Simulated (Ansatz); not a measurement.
# Cl2F2H4HfSi: the cost of one run

Method: RHF/def2-SVP, in Ansatz 0.2.0.

**1. The structure to begin with**

Bond lengths: Hf1–Cl2 2.870 Å, Hf1–Cl3 2.520 Å, Hf1–F4 1.979 Å, Hf1–F5 1.979 Å, Hf1–Si6 2.910 Å, Si6–H7 1.460 Å, Si6–H8 1.460 Å, Si6–H9 1.460 Å. Angles (14 of 16 angles, heavy atoms first): Cl2–Hf1–Cl3 109.5°, Cl2–Hf1–F4 109.5°, Cl2–Hf1–F5 109.5°, Cl2–Hf1–Si6 71.6°, Cl3–Hf1–F4 109.5°, Cl3–Hf1–F5 109.5°, Cl3–Hf1–Si6 67.1°, F4–Hf1–F5 109.5°, F4–Hf1–Si6 72.9°, F5–Hf1–Si6 176.5°, Hf1–Si6–H7 109.5°, Hf1–Si6–H8 109.5°, Hf1–Si6–H9 109.5°, H7–Si6–H8 109.4°.

Coordinates:

```xyz
10

Hf    0.0000    0.0000    0.0000
Cl    0.0000    0.0000    2.8700
Cl    2.3764    0.0000   -0.8392
F    -0.9326    1.6157   -0.6593
F    -0.9326   -1.6157   -0.6593
Si    1.5261    2.3015    0.9176
H     2.6492    1.8480    1.7329
H     2.0303    3.0429   -0.2347
H     0.6658    3.1701    1.7157
H     0.8807    1.3281    2.2944
```

**2. Pulling towards end A**

Springs on the bonds that form and break draw the guess towards this end; the thresholds are loose.

input.yaml reads:

```yaml
crystal:
  periodic: [false, false, false]
  atoms:
    - { symbol: Hf, position_ang: [0.0, 0.0, 0.0] }
    - { symbol: Cl, position_ang: [0.0, 0.0, 2.87] }
    - { symbol: Cl, position_ang: [2.3764, 0.0, -0.8392] }
    - { symbol: F, position_ang: [-0.9326, 1.6157, -0.6593] }
    - { symbol: F, position_ang: [-0.9326, -1.6157, -0.6593] }
    - { symbol: Si, position_ang: [1.5261, 2.3015, 0.9176] }
    - { symbol: H, position_ang: [2.6492, 1.848, 1.7329] }
    - { symbol: H, position_ang: [2.0303, 3.0429, -0.2347] }
    - { symbol: H, position_ang: [0.6658, 3.1701, 1.7157] }
    - { symbol: H, position_ang: [0.8807, 1.3281, 2.2944] }
basis:
  gaussian: { orbitals: def2-SVP }
hamiltonian:
  xc: hf
relax:
  f_tol: 0.15
  max_steps: 25
  restrain:
    - { distance: [0, 5], at: 3.81, k: 30.0 }
    - { distance: [9, 1], at: 2.57, k: 30.0 }
    - { distance: [0, 1], at: 2.52, k: 30.0 }
    - { distance: [9, 5], at: 1.46, k: 30.0 }
output:
  orbitals: {}
```

Started as:

```console
ansatz run input.yaml --threads 2 --pin off --max-ram 3072MiB --backend cpu --events-out ev --progress --plain --runs-dir out
```

Q: Estimate wall time and peak memory on 2 threads of Intel Xeon Platinum 8259CL at 2.50GHz (Skylake/Cascade Lake), shared host.

About 37 s, with a peak of 0.36 GiB.
